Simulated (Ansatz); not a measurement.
**Zn3Cd: a single point and what it writes**

One self-consistent run on Zn3Cd (a structure type of another compound, with these elements put in), nothing relaxed, to see gap or metal, charges, bonding, and the stress on the cell.

All numbers below are computed with Ansatz 0.2.0 (DFT, r2SCAN, no spin polarisation, plane waves, PAW).

## 1. Geometry

The structure is orthorhombic, space group Pnma (No. 62). The conventional cell has a = 6.552 Å, b = 4.301 Å, c = 9.838 Å, α = 90.00°, β = 90.00°, γ = 90.00°. Around Zn (site symmetry m) lie 6 Zn at 2.50 to 2.77 Å. Zn (site symmetry m) is surrounded by 5 Zn at 2.50 to 2.82 Å and 2 Cd at 2.75 Å. Cd (site symmetry m) has 9 Zn at 2.75 to 3.10 Å as nearest neighbours. Zn (site symmetry m) has 5 Zn at 2.51 to 2.82 Å as nearest neighbours.

Symmetry-reduced, conventional setting; the input below types the cell that was run:

```cif
data_structure
_symmetry_space_group_name_H-M 'Pnma'
_symmetry_Int_Tables_number 62
_cell_length_a 6.5524
_cell_length_b 4.3011
_cell_length_c 9.8384
_cell_angle_alpha 90.000
_cell_angle_beta 90.000
_cell_angle_gamma 90.000
_cell_volume 277.27
loop_
_atom_site_label
_atom_site_type_symbol
_atom_site_symmetry_multiplicity
_atom_site_Wyckoff_symbol
_atom_site_fract_x
_atom_site_fract_y
_atom_site_fract_z
_atom_site_occupancy
Zn1 Zn 4 c 0.21600 0.25000 0.04200 1
Zn2 Zn 4 c 0.96100 0.25000 0.85300 1
Cd1 Cd 4 c 0.27900 0.25000 0.33600 1
Zn3 Zn 4 c 0.53500 0.25000 0.89700 1
```

The run starts from a saved solution of this cell (checkpoint.read), perhaps found on another mesh.

## 2. Self-consistent run

File input.yaml:

```yaml
crystal:
  lattice:
    - [6.552415, 0.0, 0.0]
    - [0.0, 4.301122, 0.0]
    - [0.0, 0.0, 9.838402]
  atoms:
    - { symbol: Zn, position: [0.216, 0.25, 0.042] }
    - { symbol: Zn, position: [0.284, 0.75, 0.542] }
    - { symbol: Zn, position: [0.716, 0.25, 0.458] }
    - { symbol: Zn, position: [0.784, 0.75, 0.958] }
    - { symbol: Zn, position: [0.961, 0.25, 0.853] }
    - { symbol: Zn, position: [0.539, 0.75, 0.353] }
    - { symbol: Zn, position: [0.461, 0.25, 0.647] }
    - { symbol: Zn, position: [0.039, 0.75, 0.147] }
    - { symbol: Cd, position: [0.279, 0.25, 0.336] }
    - { symbol: Cd, position: [0.221, 0.75, 0.836] }
    - { symbol: Cd, position: [0.779, 0.25, 0.164] }
    - { symbol: Cd, position: [0.721, 0.75, 0.664] }
    - { symbol: Zn, position: [0.535, 0.25, 0.897] }
    - { symbol: Zn, position: [0.965, 0.75, 0.397] }
    - { symbol: Zn, position: [0.035, 0.25, 0.603] }
    - { symbol: Zn, position: [0.465, 0.75, 0.103] }
  symmetry: { tolerance: 0.0003 }
kpoints:
  mp_grid: { grid: [5, 8, 4], shift: [0, 0, 0] }
magnetization:
  spin_polarized: false
scf:
  occupations: { method: fermi_dirac }
  lower_state_search: "off"
  max_iter: 200
hamiltonian:
  pseudopotentials: { kind: paw }
  xc: r2scan
basis:
  ecutwfc: 500
  fft_grid_basis: typed
output:
  forces: true
  stress: true
  eigenvalues: true
  bader: true
  populations: true
  elf: true
  write_potential: true
  volumetric_format: npy
  dos:
    e_range: [-12, 8]
    de: 0.05
    projected: { site_lists: { Cd: [Cd], Zn: [Zn] } }
  write_density: true
checkpoint:
  read: saved_state
```

On the command line:

```console
ansatz run input.yaml --threads 1 --pin off --max-ram 2560MiB --backend cpu --events-out ev --progress --plain --runs-dir out
```

What it wrote:

```text
Warning: RAYON_NUM_THREADS=1 ignored (pool sized by the plan → 1); use --threads N
Engine: ansatz 0.2.0, aarch64-unknown-linux-gnu
Pseudopotentials: kind: paw
Pseudopotential: Zn, paw, valence charge 12, recommended cutoff 500 eV (meta_gga), Zn.paw.azcp
Pseudopotential: Cd, paw, valence charge 20, recommended cutoff 500 eV (meta_gga), Cd.paw.azcp
Functional definition: r2SCAN
  parameter k0 = 0.174
  parameter k1 = 0.065
  parameter a1 = 4.9479
  exchange = r2scan_x(k0 = k0, k1 = k1, a1 = a1)
  correlation = r2scan_c
Crystal: 16 atoms, lattice volume = 277.273 Å³
Basis set: ecut = 500 eV, 7015 PW (Γ), exchange–correlation on 192×128×288 points (64 copies of the dense FFT grid, shifted against one another)
Bands: 135, of which v1, the nominal top of the filled ones, is band 112 counted from 1 (111 counted from 0)
Symmetry: 8 space group operations
Space group: Pnma (ITA 62), of the structure as read, at distance tolerance 2.0e-3 Å
k-points: 45 of 160
Non-local potential: Zn, projectors of the file, l = 0: 2, l = 1: 2, l = 2: 3, l = 3: 1
Non-local potential: Cd, projectors of the file, l = 0: 3, l = 1: 2, l = 2: 2, l = 3: 1
PAW form: soft (Blöchl's): semilocal exchange-correlation on the pseudo side does not see the compensation charge
PAW frozen core: Zn, regenerated for the run's functional (the file was generated under x = pbe(κ = 0.804, μ = 0.2195149727645171), c = pbe(β = 0.06672455060314922))
PAW frozen core: Cd, regenerated for the run's functional (the file was generated under x = pbe(κ = 0.804, μ = 0.2195149727645171), c = pbe(β = 0.06672455060314922))
PAW one-centre angular grid: Zn, 590 points (default); XC on 261 of its mesh's 2673 points in the sphere
PAW one-centre angular grid: Cd, 590 points (default); XC on 160 Gauss nodes
Initial density: read from a saved state, or passed on in memory by an earlier SCF of this step, an earlier step, the calling program or the single point that the run made first
Initial wavefunctions: pseudopotential atomic-orbital guess
Functional: x = r2scan, c = r2scan; τ floored in thin density (d = 2e-4 eV/Å³)
iter 1 solved again at ethr=2.19e-6 eV; its pass at ethr=3.10e-3 eV (dr2=4.91e-3 eV) is discarded
SCF iter   1: F=-72978.587872 eV  HF=-72978.583130 eV  |F-HF|=4.74e-3  |Δ(HF+E_count)|=         —  Δρ=1.51e-3  dr2=4.83e-3  dr2_τ=3.58e-4  ethr=2.19e-6  ⟨swp⟩=2.8  Hψ=36177  notcnv=0
preconditioner: auto → Kerker (q_TF=auto, 2.633 Å⁻¹)  [metal: Δε(μ)=0.020 eV  Ē_g=11.642 eV  σ=0.100 eV  W_gap=0.05  n_scr=86 (ndim 8)  ℏωp=30.9 eV  f_vac=0.000  D(μ)=4.98/eV (n_scr^D=24)]
SCF iter   2: F=-72978.588922 eV  HF=-72978.587629 eV  |F-HF|=1.29e-3  |Δ(HF+E_count)|=   4.50e-3  Δρ=9.38e-4  dr2=2.24e-3  dr2_τ=3.98e-5  ethr=2.16e-6  ⟨swp⟩=2.3  Hψ=10286  notcnv=0
SCF iter   3: F=-72978.588939 eV  HF=-72978.589600 eV  |F-HF|=6.61e-4  |Δ(HF+E_count)|=   1.97e-3  Δρ=4.96e-4  dr2=5.15e-4  dr2_τ=6.78e-6  ethr=1.00e-6  ⟨swp⟩=2.0  Hψ=10187  notcnv=0
SCF iter   4: F=-72978.589494 eV  HF=-72978.589455 eV  |F-HF|=3.87e-5  |Δ(HF+E_count)|=   1.45e-4  Δρ=1.97e-4  dr2=6.76e-5  dr2_τ=2.20e-6  ethr=2.30e-7  ⟨swp⟩=2.0  Hψ=10076  notcnv=0
SCF iter   5: F=-72978.589696 eV  HF=-72978.589689 eV  |F-HF|=6.16e-6  |Δ(HF+E_count)|=   2.34e-4  Δρ=5.39e-5  dr2=7.07e-6  dr2_τ=3.12e-7  ethr=3.02e-8  ⟨swp⟩=2.0  Hψ=10895  notcnv=0
SCF iter   6: F=-72978.589697 eV  HF=-72978.589698 eV  |F-HF|=1.34e-6  |Δ(HF+E_count)|=   8.96e-6  Δρ=3.26e-5  dr2=1.82e-6  dr2_τ=2.85e-8  ethr=3.16e-9  ⟨swp⟩=2.0  Hψ=10833  notcnv=0
SCF iter   7: F=-72978.589699 eV  HF=-72978.589699 eV  |F-HF|=1.07e-7  |Δ(HF+E_count)|=   2.11e-7  Δρ=1.81e-5  dr2=7.04e-7  dr2_τ=7.68e-9  ethr=8.13e-10  ⟨swp⟩=2.0  Hψ=9906  notcnv=0
SCF iter   8: F=-72978.589699 eV  HF=-72978.589699 eV  |F-HF|=4.16e-8  |Δ(HF+E_count)|=   2.72e-7  Δρ=5.21e-6  dr2=9.20e-8  dr2_τ=1.89e-9  ethr=4.46e-11  ⟨swp⟩=8.3  Hψ=44819  notcnv=0
SCF 1 converged in 8 iterations: F = -72978.589699 eV  dr2 = 9.20e-8
SCF converged after 8 iterations
Free energy (F): -72978.589699 eV
Harris-Foulkes:  -72978.589699 eV  (|F-HF|=4.16e-8)
Internal energy: -72978.424399 eV  (E = F + TS)
E sigma→0 (E₀):  -72978.507049 eV
Entropy (-TS):   -0.165300 eV (-10.331 meV/atom)
Fermi energy:    11.521046 eV
--- Per-component energies (eV) ---
  E_band       = -1280.425302
  E_kinetic    = 3586.426087
  E_local      = -31117.002299  (includes V_loc(G=0)·N_el)
  E_nonlocal   = 7493.604600
  E_hartree    = 13681.871457
  E_xc         = -2167.883686
  E_vxc        = -1641.525872  (∫ρ·V_xc dr)
  E_paw        = -38568.296529  (= ΣΔE_a)
  E_vpaw       = -7074.472436  (= ΣTr[D̂ρ^β])
  E_aug_tail   = -0.000688  (compensation charges beyond the density's cutoff)
  E_vtau       = 108.774595  (kinetic-family band-sum trace: ∫τ·v_τ [+ j·A + Jᵃ·Aᵃ] dr)
  E_ewald      = -25882.692832
  E_core_change = -4.450508  (= ΣΔE_core)
  E_smearing   = -0.165300  (= −TS)
  E_closure    = 0.000000  (closes the sum)
  Σ components = -72978.589699   (vs F -72978.589699, Δ=0.00e0)
--- Forces (eV/Å), atoms counted from 1 ---
  atom   1  Zn     0.17312618     0.00000000     0.45156188
  atom   2  Zn    -0.17312618     0.00000000     0.45156188
  atom   3  Zn     0.17312618     0.00000000    -0.45156188
  atom   4  Zn    -0.17312618     0.00000000    -0.45156188
  atom   5  Zn    -0.79472318     0.00000000    -0.16146699
  atom   6  Zn     0.79472318     0.00000000    -0.16146699
  atom   7  Zn    -0.79472318     0.00000000     0.16146699
  atom   8  Zn     0.79472318     0.00000000     0.16146699
  atom   9  Cd    -0.27299329    -0.00000000    -0.17062556
  atom  10  Cd     0.27299329     0.00000000    -0.17062556
  atom  11  Cd    -0.27299329     0.00000000     0.17062556
  atom  12  Cd     0.27299329    -0.00000000     0.17062556
  atom  13  Zn     0.42703595     0.00000000     0.23249469
  atom  14  Zn    -0.42703595     0.00000000     0.23249469
  atom  15  Zn     0.42703595     0.00000000    -0.23249469
  atom  16  Zn    -0.42703595     0.00000000    -0.23249469
  max |Σ_I F_I| component: 2.22e-16 eV/Å
--- Stress (GPa, compression-positive) ---
       -0.078089       0.000000       0.000000
        0.000000      -1.639193       0.000000
        0.000000       0.000000       0.301605
  P = ⅓ Tr σ = -0.4719 GPa (-4.719 kbar)
--- Band table (eV; the first three rows and the last of 45) ---
  k-point 0: bands = ["-94.3889", "-94.3889", "-94.3889", "-94.3889", "-54.5364", "-54.5364", "-54.5350", "-54.5350", "-54.5311", "-54.5311", "-54.5309", "-54.5309", "-54.5242", "-54.5242", "-54.5240", "-54.5240", "1.3906", "1.8368", "1.8959", "1.9146", "1.9645", "1.9765", "1.9858", "1.9870", "2.0184", "2.0332", "2.0808", "2.0947", "2.0969", "2.0977", "2.1097", "2.1201", "2.1253", "2.1353", "2.1424", "2.1464", "2.2182", "2.6547", "3.2324", "3.2554", "3.2658", "3.2693", "3.2703", "3.3151", "3.3254", "3.3664", "3.3889", "3.4159", "3.4474", "3.4612", "3.4919", "3.5098", "3.5363", "3.5426", "3.5473", "3.5595", "3.5646", "3.5710", "3.5711", "3.5885", "3.6100", "3.6159", "3.6631", "3.6807", "3.7159", "3.7552", "3.7617", "3.7751", "3.7974", "3.8362", "3.8883", "3.8933", "3.9292", "3.9556", "3.9684", "3.9755", "3.9871", "3.9887", "4.0112", "4.0470", "4.0521", "4.0944", "4.1006", "4.1069", "4.1780", "4.2011", "4.2031", "4.2114", "4.2222", "4.2235", "4.2574", "4.2680", "4.3031", "4.3201", "4.3233", "4.3291", "4.3331", "4.3372", "4.3845", "5.7821", "5.8757", "7.1938", "7.2568", "7.6929", "8.0700", "8.7011", "9.1388", "9.8697", "11.7122", "12.1590", "12.1756", "12.2311", "12.5966", "12.8344", "12.9791", "13.7201", "13.8052", "14.4457", "14.8323", "14.9317", "15.2656", "15.4582", "15.8524", "16.0221", "16.1542", "16.1708", "16.6395", "17.0095", "17.3447", "17.3654", "17.4061", "17.5125", "17.9553", "18.1773", "18.4244"]
[... 3 lines left out ...]
--- Löwdin populations: 16 sites ---
  site symbol       q [e]
     0     Zn     11.4992
     1     Zn     11.4992
     2     Zn     11.4992
     3     Zn     11.4992
     4     Zn     11.5180
     5     Zn     11.5180
     6     Zn     11.5180
     7     Zn     11.5180
     8     Cd     19.4405
     9     Cd     19.4405
    10     Cd     19.4405
    11     Cd     19.4405
    12     Zn     11.5137
    13     Zn     11.5137
    14     Zn     11.5137
    15     Zn     11.5137
  spilling = 0.036226 (of n_electrons = 224.000000)
--- Bader charges: 16 sites ---
  site symbol  charge [e]  shift [e]
     0     Zn     -0.1205     0.0000
     1     Zn     -0.1205     0.0000
     2     Zn     -0.1205     0.0000
     3     Zn     -0.1205     0.0000
     4     Zn     -0.0784     0.0001
     5     Zn     -0.0784     0.0001
     6     Zn     -0.0784     0.0001
     7     Zn     -0.0784     0.0001
     8     Cd      0.2422     0.0002
     9     Cd      0.2422     0.0002
    10     Cd      0.2422     0.0002
    11     Cd      0.2422     0.0002
    12     Zn     -0.0433     0.0001
    13     Zn     -0.0433     0.0001
    14     Zn     -0.0433     0.0001
    15     Zn     -0.0433     0.0001
  estimated error of the sums over rays = 6.1e-4 e
```

Wall time 7.9 min (1 thread of Arm Neoverse V1, shared host); peak memory 1.8 GiB.

## 3. How far from equilibrium

The largest forces, with each atom's nearest neighbour:

```csv
atom,force (eV/Å),nearest,distance (Å),direction
Zn8,0.811,Zn4,2.50,(others are as near)
Zn7,0.811,Zn3,2.50,(others are as near)
Zn6,0.811,Zn2,2.50,(others are as near)
Zn5,0.811,Zn1,2.50,(others are as near)
Zn13,0.486,Zn7,2.51,away from it
Zn15,0.486,Zn5,2.51,away from it
Zn14,0.486,Zn8,2.51,away from it
Zn16,0.486,Zn6,2.51,away from it
```

Diagonalising the stress gives -1.64, -0.08, 0.30 GPa, so P = -0.47 GPa (positive in compression).

## 4. States by energy

States per cell by energy window, from dos.tsv and pdos.tsv (tetrahedra; eV from the Fermi level):

| from | to | total | Cd s | Zn s | Zn d |
| --- | --- | --- | --- | --- | --- |
| -4.5 | -4.0 | 1.59 | 0.30 | 0.93 | 0.12 |
| -4.0 | -3.5 | 2.22 | 0.40 | 1.26 | 0.13 |
| -3.5 | -3.0 | 1.99 | 0.35 | 1.05 | 0.10 |
| -3.0 | -2.5 | 2.15 | 0.33 | 1.02 | 0.08 |
| -2.5 | -2.0 | 2.08 | 0.27 | 0.99 | 0.07 |
| -2.0 | -1.5 | 2.29 | 0.33 | 0.96 | 0.06 |
| -1.5 | -1.0 | 2.33 | 0.35 | 0.79 | 0.05 |
| -1.0 | -0.5 | 2.43 | 0.29 | 0.76 | 0.05 |
| -0.5 | 0.0 | 2.59 | 0.29 | 0.71 | 0.04 |
| 0.0 | 0.5 | 2.60 | 0.29 | 0.53 | 0.03 |
| 0.5 | 1.0 | 2.40 | 0.29 | 0.44 | 0.03 |
| 1.0 | 1.5 | 2.59 | 0.25 | 0.46 | 0.03 |
| 1.5 | 2.0 | 2.28 | 0.22 | 0.41 | 0.02 |
| 2.0 | 2.5 | 2.70 | 0.26 | 0.47 | 0.02 |
| 2.5 | 3.0 | 2.62 | 0.17 | 0.41 | 0.02 |
| 3.0 | 3.5 | 3.14 | 0.14 | 0.40 | 0.02 |

## 5. Charges

Gathered by element (positive charge: electrons given up):

```
element  atoms  Bader charge (e)  Bader volume (Å³)  Löwdin charge (e)
     Zn     12    -0.12 to -0.04       16.2 to 16.9     +0.48 to +0.50
     Cd      4             +0.24               19.9              +0.56
```

Löwdin charges rest on a small set of atomic orbitals that misses 3.6 % of the electrons, so they need not add up to the cell's charge and can differ from Bader's even in sign.

## 6. Real-space fields

Maps in the plane spanned by a and c at height 0.250 along b (axes of the input's cell), one cell: a runs left to right (20 points from zero), c bottom to top (26 points), 90° apart. These are the smooth PAW fields, not the true ones near the nuclei.

Valence density. Ten steps from '0' (0.06 e/Å³) to '9' (41.20 e/Å³), finer at the low end (step k begins (100^(k/10) - 1)/99 of the way up):
```
00112110112321000000
21000000137852000122
63100000148962000257
83100000024531000269
42100000011110000135
11000000000000000011
00000000111100000000
11100001354210000001
45310002698310000002
89620002576310000014
78520001222100000013
23210000000011211011
00000000000013652100
00000000000026994100
00001221000014763100
00014665200001221000
00036887310000000000
00025886300000000000
00013453100000011100
00000111000001345310
00000000000002588630
00000000000003688731
00012210000001466520
00147631000000122100
00269941000000000000
00136521000000000000
```

ELF. Ten even steps from '0' (0.00) to '9' (0.88):
```
23222223221112232222
12332233200001232221
01233232200001232100
00222122210012232100
01221113322222222200
22321113333433212222
34332122222232111333
22222222000122111332
00122321000022212221
00012321000123323220
00012322211233223320
11122322222322222322
22222211223220001232
22221111122210000233
21112332112220001222
11125665312222112221
11136996412222222221
11135886411222222211
11124554211111122211
11111222111112455421
12222222111113588641
22222222211113699641
22221122211112566531
22200012222111233211
22100002332222111112
32200012322222221122
```

Atoms within 0.2 Å of the plane, in fractions of a and c: Zn at (0.22, 0.04), Zn at (0.72, 0.46), Zn at (0.96, 0.85), Zn at (0.46, 0.65), Cd at (0.28, 0.34), Cd at (0.78, 0.16), Zn at (0.54, 0.90), Zn at (0.04, 0.60).

At the density minimum on each short contact:

```csv
contact,length (Å),minimum at (fraction),density (e/Å³),ELF
Zn1–Zn5,2.500,0.50,0.291,0.30
Zn5–Cd10,2.749,0.47,0.232,0.26
```

## 7. Results

```
                                                 quantity                          value
                                            largest force               0.811 eV/Å on Zn
                                                 pressure                       -0.5 GPa
           formation energy (elements from separate runs)                   0.14 eV/atom
                                                character                          metal
density of states, mean within 0.25 eV of the Fermi level            5.2 per eV per cell
                                            Bader charges  Zn -0.12 to -0.04, Cd +0.24 e
```

What this shows: It is a metal; within 0.25 eV of the Fermi level the density of states averages 5.2 per eV per cell. Against the elements' reference phases (Zn hcp, Cd hcp; separate runs with the same functional) the formation energy is 0.14 eV per atom, so at this geometry it is not bound against them. By Bader's partition Cd gives up most (+0.24 e) and Zn takes most (-0.08 e). With forces up to 0.81 eV/Å (on Zn), a relaxation would move the atoms.
